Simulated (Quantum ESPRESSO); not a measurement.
Crystal: MoSe.

```
CELL_PARAMETERS angstrom
3.47067 0.00000 0.00000
-1.73533 3.00569 0.00000
0.00000 0.00000 4.37280
ATOMIC_POSITIONS crystal
Mo 0.66667 0.33333 0.02544
Se 0.33333 0.66667 0.11843
```

The cell was built by a generator and needn't be a form met in nature.

- Program: Quantum ESPRESSO 7.5
- Task: Hubbard U by linear response
- Functional: LDA
- Potentials or basis: JTH 2.0 LDA
- Cutoff: 490 eV
- Density cutoff: 2939 eV
- k mesh: 4 × 4 × 4
- Occupations: fermi-dirac, width 0.05 eV
- Spin: no spin polarisation
- Hubbard terms: Mo d U = 5.3 eV
- Start of the occupations: default
- Hubbard projectors: ortho-atomic
- Form of the LDA correlation: PW92
- Mixing beta: 0.3
- Most SCF iterations: 120
- SCF threshold: 4e-10 Ry
- Diago david ndim: 4
- Startingwfc: atomic
- q mesh: 2 × 2 × 2

**Question.** What Hubbard parameters does linear response give?

**Answer.** U = 3.36 eV on Mo 4d; U = 1.92 eV on Se 4p; the largest inter-site V is 0.60 eV. The values belong to these projectors, potentials and this ground state, and don't carry over to other codes.

Hubbard U from linear response:
```
site  manifold  U (eV)
   1     Mo-4d    3.36
   2     Se-4p    1.92
```
On the first site the bare response is -0.707 and the screened one -0.221 eV⁻¹.

Inter-site Hubbard V, equal pairs joined:
| pair | distance (Å) | V (eV) | pairs listed |
| --- | --- | --- | --- |
| Mo–Se | 2.04 | 0.60 | 3 |
| Mo–Mo | 3.47 | 0.16 | 3 |
| Mo–Se | 4.03 | -0.10 | 1 |
| Se–Mo | 2.04 | 0.60 | 3 |
| Se–Se | 3.47 | 0.14 | 3 |
| Se–Mo | 4.03 | -0.10 | 1 |

Eigenvalues of the final occupation matrices:
| site | spin | trace | eigenvalues |
| --- | --- | --- | --- |
| Mo 1 4d | each | 2.99 | 0.18 0.62 0.62 0.79 0.79 |

Caveat: the k mesh is coarse (spacing up to 0.52 Å⁻¹), so the values aren't converged; on PAW files with symmetry the computed U can be off by some tenths of an eV for atoms off the origin; U without spin polarisation on a metal has little footing; forces of over 1 eV/Å show positions far from the minimum, so gaps and moduli don't describe the material at rest.
